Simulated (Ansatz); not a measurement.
# Ti3O5: the cost of one run

Program: Ansatz 0.2.0. Level of theory: DFT r2SCAN, scalar-relativistic, plane waves, PAW. These are calculated values, not measurements.

## 1. The starting structure

Symmetry: C2/m, No. 12, monoclinic system. The conventional cell has a = 9.781 Å, b = 3.787 Å, c = 9.961 Å, α = 90.00°, β = 91.87°, γ = 90.00°. Ti (site symmetry m) has 6 O at 1.88 to 2.17 Å as nearest neighbours. Around Ti (site symmetry m) lie 6 O at 1.91 to 2.23 Å. O (site symmetry m) has 3 Ti at 1.88 to 1.98 Å as nearest neighbours. Around O (site symmetry m) lie 4 Ti at 1.95 to 2.23 Å. Around O (site symmetry m) lie 3 Ti at 1.88 to 1.97 Å. Around O (site symmetry m) lie 4 Ti at 2.01 to 2.21 Å. O (site symmetry m) has 4 Ti at 1.97 to 2.17 Å as nearest neighbours.

Structure file:

```
CELL_PARAMETERS angstrom
4.89035 -1.89359 0.00000
4.89035 1.89359 0.00000
-0.32473 0.00000 9.95578
ATOMIC_POSITIONS crystal
Ti 0.19707 0.19707 0.75631
Ti 0.87168 0.87168 0.94867
Ti 0.80293 0.80293 0.24369
Ti 0.12832 0.12832 0.05133
Ti 0.13527 0.13527 0.43547
Ti 0.86473 0.86473 0.56453
O 0.94812 0.94812 0.38669
O 0.67737 0.67737 0.06068
O 0.04598 0.04598 0.86784
O 0.95402 0.95402 0.13216
O 0.32263 0.32263 0.93932
O 0.76576 0.76576 0.74884
O 0.31193 0.31193 0.57364
O 0.23424 0.23424 0.25116
O 0.05188 0.05188 0.61331
O 0.68807 0.68807 0.42636
```

The structure rests on an entry of the Materials Project (structure only); cell or positions may have been set otherwise for this series.

## 2. Relaxing cell and atoms: Ti3O5, moments ++−−+−

input.yaml reads:

```yaml
crystal:
  lattice:
    - [4.8903512795, -1.89359311, 0.0]
    - [4.8903512795, 1.89359311, 0.0]
    - [-0.3247276727, 0.0, 9.9557803806]
  atoms:
    - { symbol: Ti, position: [0.19707178, 0.19707178, 0.75631116], spin: 0.8 }
    - { symbol: Ti, position: [0.87168275, 0.87168275, 0.9486743], spin: 0.8 }
    - { symbol: Ti, position: [0.80292822, 0.80292822, 0.24368884], spin: -0.8 }
    - { symbol: Ti, position: [0.12831725, 0.12831725, 0.0513257], spin: -0.8 }
    - { symbol: Ti, position: [0.13527331, 0.13527331, 0.43546525], spin: 0.8 }
    - { symbol: Ti, position: [0.86472669, 0.86472669, 0.56453475], spin: -0.8 }
    - { symbol: O, position: [0.94812472, 0.94812472, 0.3866948] }
    - { symbol: O, position: [0.67736902, 0.67736902, 0.06067561] }
    - { symbol: O, position: [0.04598421, 0.04598421, 0.86784489] }
    - { symbol: O, position: [0.95401579, 0.95401579, 0.13215511] }
    - { symbol: O, position: [0.32263098, 0.32263098, 0.93932439] }
    - { symbol: O, position: [0.76576414, 0.76576414, 0.74883953] }
    - { symbol: O, position: [0.31193474, 0.31193474, 0.573637] }
    - { symbol: O, position: [0.23423586, 0.23423586, 0.25116047] }
    - { symbol: O, position: [0.05187528, 0.05187528, 0.6133052] }
    - { symbol: O, position: [0.68806526, 0.68806526, 0.426363] }
magnetization:
  spin_polarized: true
scf:
  occupations: { method: gaussian, width: 0.05 }
output:
  forces: true
  stress: true
  eigenvalues: true
  populations: true
hamiltonian:
  xc: r2scan
kpoints:
  mp_grid: { grid: [6, 6, 3] }
relax:
  f_tol: 0.01
  max_steps: 80
  cell: { stress_tol: 0.1 }
```

Launch:

```bash
> ansatz run input.yaml --threads 8 --pin off --max-ram 16384MiB --backend cpu --events-out ev --progress --plain --runs-dir out
```

What time and memory should one allow on 8 threads of Intel Xeon Platinum 8375C at 2.90GHz (Ice Lake), shared host?

About 6.5 min, with a peak of 2.2 GiB.
